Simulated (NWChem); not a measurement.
**C3H8OSi (SMILES C=C[SiH](C)O) at 4 levels**

We compute a comparison of 4 runs (HF/STO-3G, HF/3-21G, B3LYP/6-31G*) of C3H8OSi. 

Program for the calculation: NWChem 7.3.0.

**1. The system as given**

C3H8OSi has 13 atoms, charge 0, and is taken as a singlet. As SMILES, `C=C[SiH](C)O`. Geometry: relaxed at PBE0-D4/def2-TZVP. This is one conformer, not always the lowest.

Bond lengths: C1–C2 1.331 Å, C2–Si3 1.862 Å, Si3–C4 1.866 Å, Si3–O5 1.652 Å, C1–H6 1.087 Å, C1–H7 1.087 Å, C2–H8 1.090 Å, Si3–H9 1.486 Å, C4–H10 1.094 Å, C4–H11 1.092 Å, C4–H12 1.093 Å, O5–H13 0.958 Å. Some angles: C1–C2–Si3 123.2°, C2–Si3–C4 109.5°, C2–Si3–O5 110.3°, C4–Si3–O5 112.2°, C1–C2–H8 117.9°, Si3–C2–H8 119.0°, C2–C1–H6 122.5°, C2–C1–H7 121.4°, C2–Si3–H9 110.4°, C4–Si3–H9 109.8°.

**2. Energy and gradient at HF/STO-3G (run 1)**

File c3h8osi.xyz:

```xyz
13

C     -0.458400     1.361900     1.741300
C     -0.347000     0.126200     1.260400
Si     0.699800    -0.300200    -0.219200
C     -0.292500    -1.343300    -1.405900
O      1.275100     1.076200    -0.929900
H     -1.079900     1.600700     2.600000
H      0.081900     2.193000     1.295900
H     -0.906000    -0.666800     1.757900
H      1.916200    -1.040600     0.204500
H     -0.620000    -2.267100    -0.920000
H      0.304300    -1.615600    -2.279500
H     -1.186400    -0.815800    -1.749700
H      0.633200     1.656700    -1.340800
```

File run.py:

```python
from ase.io import read
from ase.calculators.nwchem import NWChem

mol = read('c3h8osi.xyz')

calc = NWChem(
    label='c3h8osi',
    theory='scf',
    memory='2200 mb',
    basis='STO-3G',
    basispar='spherical bse',
    scf={'nopen': '0', 'rhf': None, 'thresh': '1e-08', 'maxiter': '80'},
)
mol.calc = calc

forces = mol.get_forces()
e = mol.get_potential_energy()
print(f"E = {e:.6f} eV")
print("forces (eV/A):")
for s, f in zip(mol.symbols, forces):
    print(f"{s:2s} {f[0]:10.5f} {f[1]:10.5f} {f[2]:10.5f}")
print("dipole (e A):", mol.get_dipole_moment().round(4))
```

Run with:

```sh
$ export ASE_NWCHEM_COMMAND="nwchem PREFIX.nwi > PREFIX.nwo"
$ python run.py
```

Standard output:

```text
E = -12961.114651 eV
forces (eV/A):
C     0.16805   -1.63877   -0.58508
C    -0.18178    1.37590    0.57973
Si    0.72654   -1.05071    0.67749
C    -0.18826   -0.20456   -0.07724
O     1.91557   -0.23927    0.35060
H     0.13375    0.05595   -0.13545
H    -0.15565   -0.03466    0.13149
H     0.16414    0.21973   -0.17381
H    -1.37292    0.80136   -0.44814
H     0.14758    0.42346   -0.29028
H    -0.33095    0.09801    0.33512
H     0.41282   -0.28436    0.08300
H    -1.43884    0.47792   -0.44732
dipole (e A): [-0.2743 -0.0637 -0.0512]
```

The calculator wrote c3h8osi.nwi:

```
title "c3h8osi"

permanent_dir c3h8osi

scratch_dir c3h8osi

start c3h8osi

geometry units angstrom nocenter noautosym noautoz
  C  -4.5839999999999997e-01 1.3619000000000001e+00 1.7413000000000001e+00
  C  -3.4699999999999998e-01 1.2620000000000001e-01 1.2604000000000000e+00
  Si 6.9979999999999998e-01 -3.0020000000000002e-01 -2.1920000000000001e-01
  C  -2.9249999999999998e-01 -1.3432999999999999e+00 -1.4058999999999999e+00
  O  1.2750999999999999e+00 1.0762000000000000e+00 -9.2989999999999995e-01
  H  -1.0799000000000001e+00 1.6007000000000000e+00 2.6000000000000001e+00
  H  8.1900000000000001e-02 2.1930000000000001e+00 1.2959000000000001e+00
  H  -9.0600000000000003e-01 -6.6679999999999995e-01 1.7579000000000000e+00
  H  1.9161999999999999e+00 -1.0406000000000000e+00 2.0449999999999999e-01
  H  -6.2000000000000000e-01 -2.2671000000000001e+00 -9.2000000000000004e-01
  H  3.0430000000000001e-01 -1.6155999999999999e+00 -2.2795000000000001e+00
  H  -1.1863999999999999e+00 -8.1579999999999997e-01 -1.7497000000000000e+00
  H  6.3319999999999999e-01 1.6567000000000001e+00 -1.3408000000000000e+00
end

memory 2200 mb

basis spherical bse noprint
   * library STO-3G
end

scf
  nopen 0
  rhf
  thresh 1e-08
  maxiter 80
end

task scf gradient
```

c3h8osi.nwo, cut to the lines that bear on the results:

```text
[...]
      One-electron energy =  -1111.847785850728
[... 1 line left out ...]
 Nuclear repulsion energy =    227.841066230454
[... 42 lines left out ...]
                       ROHF Final Molecular Orbital Analysis
[... 225 lines left out ...]
     1   1 0 0     -0.518412      0.000000     23.723431
[...]
  wavefunction    =   RHF
                         RHF ENERGY GRADIENTS
    atom               coordinates                        gradient
                 x          y          z           x          y          z
   1 C      -0.866250   2.573618   3.290580   -0.003268   0.031869   0.011378
   2 C      -0.655735   0.238483   2.381811    0.003535  -0.026757  -0.011274
   3 Si      1.322430  -0.567296  -0.414228   -0.014129   0.020433  -0.013175
[... 9 lines of this table left out ...]
  13 H       1.196574   3.130709  -2.533745    0.027981  -0.009294   0.008699
[...]
```

Wall time 4.2 s (1 thread of AMD EPYC 9R45 (Zen 5), shared host); peak memory 0.1 GiB.

**3. Energy and gradient at HF/3-21G (run 2)**

File a.nw:

```
start a
title "C3H8OSi hf"
memory stack 880 mb heap 220 mb global 1100 mb
geometry units bohr noautosym nocenter noautoz
  C     -0.86625046     2.57361801     3.29058010
  C     -0.65573497     0.23848344     2.38181081
  Si     1.32243034    -0.56729578    -0.41422797
  C     -0.55274489    -2.53846910    -2.65676596
  O      2.40958978     2.03372326    -1.75725632
  H     -2.04071524     3.02488461     4.91328792
  H      0.15476857     4.14416939     2.44889608
  H     -1.71209187    -1.26006938     3.32194955
  H      3.62109320    -1.96644901     0.38644899
  H     -1.17163020    -4.28419810    -1.73854803
  H      0.57504366    -3.05304153    -4.30763070
  H     -2.24197107    -1.54163857    -3.30645380
  H      1.19657458     3.13070927    -2.53374479
end
basis "ao basis" spherical bse
  * library 3-21G
end
scf
  thresh 1e-08
  maxiter 80
  print medium
end
task scf gradient
```

Run with:

```sh
$ nwchem a.nw > a.out
```

Standard output:

```text
[...]
  functions       =    65
[...]
  wavefunction    = RHF
[...]
         Total SCF energy =   -479.496753518921
      One-electron energy =  -1112.483102394773
      Two-electron energy =    405.145299041462
 Nuclear repulsion energy =    227.841049834390
        Time for solution =      2.8s
[...]
                         RHF ENERGY GRADIENTS
    atom               coordinates                        gradient
                 x          y          z           x          y          z
   1 C      -0.866250   2.573618   3.290580   -0.000635   0.002778   0.000513
   2 C      -0.655735   0.238483   2.381811    0.013756  -0.009169  -0.017070
   3 Si      1.322430  -0.567296  -0.414228   -0.015683   0.022244  -0.014924
   4 C      -0.552745  -2.538469  -2.656766    0.009553   0.009900   0.010791
   5 O       2.409590   2.033723  -1.757256   -0.000123  -0.016004   0.007420
   6 H      -2.040715   3.024885   4.913288   -0.005266   0.001369   0.006765
   7 H       0.154769   4.144169   2.448896    0.004492   0.005940  -0.003833
   8 H      -1.712092  -1.260069   3.321950   -0.004242  -0.005200   0.004081
   9 H       3.621093  -1.966449   0.386449    0.001326   0.000444   0.000396
  10 H      -1.171630  -4.284198  -1.738548   -0.001137  -0.003923   0.002870
  11 H       0.575044  -3.053042  -4.307631    0.004029  -0.000556  -0.003242
[...]
```

Run time: 3.9 s. Hardware: 1 thread of AMD EPYC 9R45 (Zen 5), shared host; peak memory 0.1 GiB.

Run 3 isn't shown in full; the table further down has it.

**4. Energy and gradient at B3LYP/6-31G(d) (Cartesian functions) (run 4)**

File m1.xyz:

```xyz
13
C3H8OSi B3LYP
C     -0.458400     1.361900     1.741300
C     -0.347000     0.126200     1.260400
Si     0.699800    -0.300200    -0.219200
C     -0.292500    -1.343300    -1.405900
O      1.275100     1.076200    -0.929900
H     -1.079900     1.600700     2.600000
H      0.081900     2.193000     1.295900
H     -0.906000    -0.666800     1.757900
H      1.916200    -1.040600     0.204500
H     -0.620000    -2.267100    -0.920000
H      0.304300    -1.615600    -2.279500
H     -1.186400    -0.815800    -1.749700
H      0.633200     1.656700    -1.340800
```

File m1.nw:

```
START m1
TITLE "C3H8OSi B3LYP"
memory 2200 mb
charge 0

GEOMETRY noautosym nocenter noautoz
  load m1.xyz
END

BASIS "ao basis"
  C library 6-31G*
  Si library 6-31G*
  O library 6-31G*
  H library 6-31G*
END

DFT
  xc b3lyp
  grid fine
  convergence energy 1e-08
  iterations 100
  mulliken
END

TASK dft gradient
```

Run with:

```sh
$ nwchem m1.nw > m1.out
```

Standard output, cut to the lines that bear on the results:

```text
[...]
          Wavefunction type:  closed shell.
          No. of atoms     :    13
          No. of electrons :    48
[...]
          Charge           :     0
          Spin multiplicity:     1
[...]
          AO basis - number of functions:    95
[...]
              XC Information
              --------------
                         B3LYP Method XC Potential
                     Hartree-Fock (Exact) Exchange  0.200
                        Slater Exchange Functional  0.800 local
                    Becke 1988 Exchange Functional  0.720 non-local
              Lee-Yang-Parr Correlation Functional  0.810
                  VWN I RPA Correlation Functional  0.190 local
[...]
 d= 0,ls=0.0,diis     1   -483.8030434848 -7.12D+02  1.20D-02  7.89D-01     2.2
[...]
 d= 0,ls=0.0,diis    11   -483.8770806937 -4.37D-10  1.16D-07  2.34D-10    20.7
         Total DFT energy =     -483.877080693672
      One electron energy =    -1116.695498509963
           Coulomb energy =      453.832555959542
    Exchange-Corr. energy =      -48.855204373705
 Nuclear repulsion energy =      227.841066230454
[...]
      Total Density - Mulliken Population Analysis
     ---------------------------------------------
[...]
  wavefunction    = closed shell
                         DFT ENERGY GRADIENTS
    atom               coordinates                        gradient
                 x          y          z           x          y          z
   1 C      -0.866250   2.573618   3.290580    0.000813  -0.006883  -0.003248
   2 C      -0.655735   0.238483   2.381811    0.000275   0.006989   0.001343
   3 Si      1.322430  -0.567296  -0.414228   -0.000797   0.007226  -0.005787
   4 C      -0.552745  -2.538469  -2.656766    0.001115   0.001946   0.001466
   5 O       2.409590   2.033723  -1.757256   -0.010910  -0.005431   0.001635
   6 H      -2.040715   3.024884   4.913288    0.000925  -0.001407  -0.001617
   7 H       0.154769   4.144169   2.448896   -0.000376  -0.001674   0.000245
   8 H      -1.712092  -1.260069   3.321949    0.001297   0.001408  -0.001056
   9 H       3.621093  -1.966449   0.386449   -0.000749   0.000198   0.000296
  10 H      -1.171630  -4.284198  -1.738548    0.001089   0.002127  -0.000284
  11 H       0.575044  -3.053041  -4.307630   -0.000528   0.000903   0.002123
[...]
```

Wall time 26 s (1 thread of AMD EPYC 9R45 (Zen 5), shared host); peak memory 0.13 GiB.

**5. All runs side by side**

```
run                               level  iteration cap  module  energy (Eh)  dipole moment (D)  HOMO energy (eV)  LUMO energy (eV)  wall time
  1                           HF/STO-3G             80     scf  -476.312182               1.37             -8.51              8.50      4.2 s
  2                            HF/3-21G             80     scf  -479.496754               2.44            -10.27              4.12      3.9 s
  3  B3LYP/6-31G* (spherical functions)            100     dft  -483.871676               2.01             -7.28             -0.05       23 s
  4  B3LYP/6-31G* (Cartesian functions)            100     dft  -483.877081               2.01             -7.29             -0.05       26 s
```

**6. What came out**

| quantity | value |
| --- | --- |
| run 4: total energy | -483.87708 Eh |
| run 4: dipole moment | 2.01 D |
| run 4: HOMO energy | -7.29 eV |
| run 4: LUMO energy | -0.05 eV |
| run 4: HOMO–LUMO gap | 7.24 eV |
| run 4: largest force on an atom | 0.632 eV/Å |

**Reading.** The dipole moment (its size) runs from 1.37 D (HF/STO-3G) to 2.44 D (HF/3-21G). The HOMO–LUMO gap runs from 7.24 eV (B3LYP/6-31G*) to 17.01 eV (HF/STO-3G). The two ends differ in method and basis. In run 1 the basis is minimal, so the values are rough. All runs together took 57 s, the longest 26 s.
